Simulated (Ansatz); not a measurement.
Run this with Ansatz 0.2.0 through its Python package and show what comes out.

`deck_c4h5nse.py`
```python
import ansatz as az
import numpy as np

DECK = """
crystal:
  periodic: [false, false, false]
  atoms:
    - { symbol: C, position_ang: [-1.7079, -0.0686, 0.013] }
    - { symbol: C, position_ang: [-0.2775, 0.3447, -0.1338] }
    - { symbol: C, position_ang: [0.7454, -0.528, 0.1934] }
    - { symbol: C, position_ang: [2.0578, -0.1225, 0.0594] }
    - { symbol: Se, position_ang: [1.9796, 1.638, -0.5791] }
    - { symbol: "N", position_ang: [0.0255, 1.5814, -0.5717] }
    - { symbol: H, position_ang: [-1.9359, -0.2528, 1.0839] }
    - { symbol: H, position_ang: [-2.3856, 0.7262, -0.3652] }
    - { symbol: H, position_ang: [-1.8936, -0.998, -0.5658] }
    - { symbol: H, position_ang: [0.5252, -1.5256, 0.5539] }
    - { symbol: H, position_ang: [2.867, -0.7948, 0.3118] }
basis:
  gaussian: { orbitals: def2-SVP }
hamiltonian:
  xc: hf
output:
  forces: true
"""


def main() -> None:
    session = az.Session.from_yaml(DECK)
    summary = session.plan(threads=1).execute().report

    for key in ("converged", "free_energy_ev", "reference_energy_ev", "n_frozen", "n_occupied", "n_virtual"):
        print(f"{key:22s} {summary[key]}")
    symbols = ["C", "C", "C", "C", "Se", "N", "H", "H", "H", "H", "H"]

    forces = np.array(summary["forces_ev_ang"])
    print("largest force", round(float(np.linalg.norm(forces, axis=1).max()), 4), "eV/A, rms", round(float(np.sqrt((forces ** 2).mean())), 4))
    charges = summary["charge_distribution"]
    print("dipole moment", round(4.803205 * float(np.linalg.norm(charges["dipole_moment_e_ang"])), 3), "D")
    print("Mulliken:", [(s, round(q, 3)) for s, q in zip(symbols, charges["mulliken_charges_e"])])


if __name__ == "__main__":
    main()
```

```console
$ python deck_c4h5nse.py
converged              True
free_energy_ev         -70971.74540202026
reference_energy_ev    -70971.74540202026
n_frozen               0
n_occupied             [35, 35]
n_virtual              [92, 92]
largest force 5.3271 eV/A, rms 1.5587
dipole moment 3.07 D
Mulliken: [('C', 0.033), ('C', 0.049), ('C', -0.106), ('C', -0.115), ('Se', 0.307), ('N', -0.487), ('H', 0.062), ('H', 0.07), ('H', 0.057), ('H', 0.04), ('H', 0.089)]
```

Caveats:
- Total energies depend on the basis set; only differences at equal settings carry meaning.
- The geometry is a force-field or estimated start, not a minimum of this method, and the basis set is short of its limit.
- Run time: 4.9 s on 1 thread of Arm Neoverse V1, on a shared host, peak memory 0.34 GiB.
